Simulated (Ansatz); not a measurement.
**CH3F3Sn: basis-set convergence**

The task here is to estimate one member of a computed series from the others.

Method: one geometry, several basis sets; program: Ansatz 0.2.0, Gaussian basis.

Levels to be run: PBE0-D4/def2-SVP; ωB97M-V/def2-SVP; PBE0-D4/def2-QZVPP; ωB97M-V/def2-QZVPP; the functionals' def2-TZVPP values are taken from earlier runs.

### Structure used throughout

All runs share one geometry, relaxed beforehand with PBE0-D4 in a triple-zeta def2 set. Sn takes the def2 core potential; no spin-orbit term is included.

SMILES `[CH3][Sn]([F])([F])[F]`, 8 atoms, charge 0, spin multiplicity 1.

Atoms are counted from 1 here; the program's logs count them from 0.

Bond lengths: C1–Sn2 2.102 Å, C1–H6 1.088 Å, C1–H7 1.089 Å, C1–H8 1.088 Å, Sn2–F3 1.898 Å, Sn2–F4 1.898 Å, Sn2–F5 1.898 Å. Angles: Sn2–C1–H6 108.5°, Sn2–C1–H7 108.5°, Sn2–C1–H8 108.4°, H6–C1–H7 110.4°, H6–C1–H8 110.4°, H7–C1–H8 110.4°, C1–Sn2–F3 114.2°, C1–Sn2–F4 114.3°, C1–Sn2–F5 114.2°, F3–Sn2–F4 104.3°, F3–Sn2–F5 104.3°, F4–Sn2–F5 104.3°.

Geometry (Å):

```
C    -1.0343   -0.0746    0.6053
Sn    0.7770    0.0421   -0.4556
F     2.0902   -1.2070    0.1081
F     0.6098   -0.2624   -2.3216
F     1.6450    1.7255   -0.3302
H    -1.4556   -1.0679    0.4617
H    -0.8294    0.1024    1.6596
H    -1.7104    0.6849    0.2169
```

The first run:

File in.yaml:

```yaml
crystal:
  periodic: [false, false, false]
  atoms:
    - {symbol: C, position_ang: [-1.034332, -0.074613, 0.605297]}
    - {symbol: Sn, position_ang: [0.777018, 0.042149, -0.455588]}
    - {symbol: F, position_ang: [2.090209, -1.207033, 0.108124]}
    - {symbol: F, position_ang: [0.609756, -0.262371, -2.321597]}
    - {symbol: F, position_ang: [1.645017, 1.725511, -0.330236]}
    - {symbol: H, position_ang: [-1.455638, -1.067907, 0.461689]}
    - {symbol: H, position_ang: [-0.829402, 0.102402, 1.659577]}
    - {symbol: H, position_ang: [-1.710428, 0.684861, 0.216934]}
basis:
  gaussian: {orbitals: def2-SVP}
hamiltonian: {xc: pbe0, dispersion: d4}
output: {orbitals: {seedname: orbitals}}
```

Among the steps run: PBE0-D4 in def2-SVP; ωB97M-V in def2-SVP; PBE0-D4 in def2-QZVPP; ωB97M-V in def2-QZVPP.

One table of the session follows, with a row left open; its other results are not shown here.

It belongs to the step «Density functionals: the series». 

```
functional       basis  HOMO (eV)  LUMO (eV)
   PBE0-D4    def2-SVP     -10.06      -1.57
   PBE0-D4  def2-TZVPP     -10.20      -1.82
   PBE0-D4  def2-QZVPP          ?          ?
   ωB97M-V    def2-SVP     -12.27       0.53
   ωB97M-V  def2-TZVPP     -12.43       0.20
   ωB97M-V  def2-QZVPP     -12.44      -0.04
```

Q: Estimate the row for PBE0-D4, def2-QZVPP from the others.

As computed: HOMO (eV): -10.20; LUMO (eV): -1.90.
